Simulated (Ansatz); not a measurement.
# C2H6LiN: basis-set convergence

How large a basis does C2H6LiN need? Two functionals are run in growing sets.

The runs use Ansatz 0.2.0, Gaussian basis; one geometry, several basis sets.

Plan: PBE0-D4/def2-SVP; ωB97M-V/def2-SVP; PBE0-D4/def2-QZVPP; ωB97M-V/def2-QZVPP; the functionals' def2-TZVPP values are taken from earlier runs.

## (1) Structure used throughout

All runs share one geometry, relaxed beforehand with PBE0-D4 in a triple-zeta def2 set.

SMILES `[Li][N](C)C`, 10 atoms, charge 0, spin multiplicity 1.

Atoms are counted from 1 here; the program's logs count them from 0.

Bond lengths: Li1–N2 1.737 Å, N2–C3 1.433 Å, N2–C4 1.433 Å, C3–H5 1.098 Å, C3–H6 1.109 Å, C3–H7 1.109 Å, C4–H8 1.098 Å, C4–H9 1.109 Å, C4–H10 1.109 Å. Angles: Li1–N2–C3 125.4°, Li1–N2–C4 125.4°, C3–N2–C4 109.2°, N2–C3–H5 111.6°, N2–C3–H6 113.1°, N2–C3–H7 113.1°, H5–C3–H6 106.5°, H5–C3–H7 106.5°, H6–C3–H7 105.5°, N2–C4–H8 111.6°, N2–C4–H9 113.1°, N2–C4–H10 113.1°, H8–C4–H9 106.5°, H8–C4–H10 106.5°, H9–C4–H10 105.5°.

## (2) PBE0-D4 in def2-SVP

Contents of in.yaml:

```yaml
crystal:
  periodic: [false, false, false]
  atoms:
    - {symbol: Li, position_ang: [-1.785051, -0.986402, -1.208661]}
    - {symbol: N, position_ang: [-0.474173, -0.268423, -0.324470]}
    - {symbol: C, position_ang: [0.116711, 1.006313, -0.604238]}
    - {symbol: C, position_ang: [0.189385, -0.858059, 0.800000]}
    - {symbol: H, position_ang: [-0.364291, 1.495292, -1.461969]}
    - {symbol: H, position_ang: [0.043352, 1.715271, 0.245427]}
    - {symbol: H, position_ang: [1.197781, 0.941462, -0.843070]}
    - {symbol: H, position_ang: [-0.234299, -1.839951, 1.050147]}
    - {symbol: H, position_ang: [0.119613, -0.240714, 1.718667]}
    - {symbol: H, position_ang: [1.274072, -1.015888, 0.631167]}
basis:
  gaussian: {orbitals: def2-SVP}
hamiltonian: {xc: pbe0, dispersion: d4}
output: {orbitals: {seedname: orbitals}}
```

After this run come: ωB97M-V in def2-SVP; PBE0-D4 in def2-QZVPP; ωB97M-V in def2-QZVPP.

**Question.** What will the summary of the whole plan be? Wanted: PBE0-D4: double and triple zeta above quadruple; ωB97M-V: double and triple zeta above quadruple.

**Answer**, as computed:

```
                                       quantity          value
PBE0-D4: double and triple zeta above quadruple  4.44, 0.25 eV
ωB97M-V: double and triple zeta above quadruple  4.65, 0.25 eV
```

For PBE0-D4 the step from double to triple zeta gains 4.19 eV and the next only 0.25 eV. These are total energies; as a rule much of such shifts cancels in differences, which this series doesn't test.
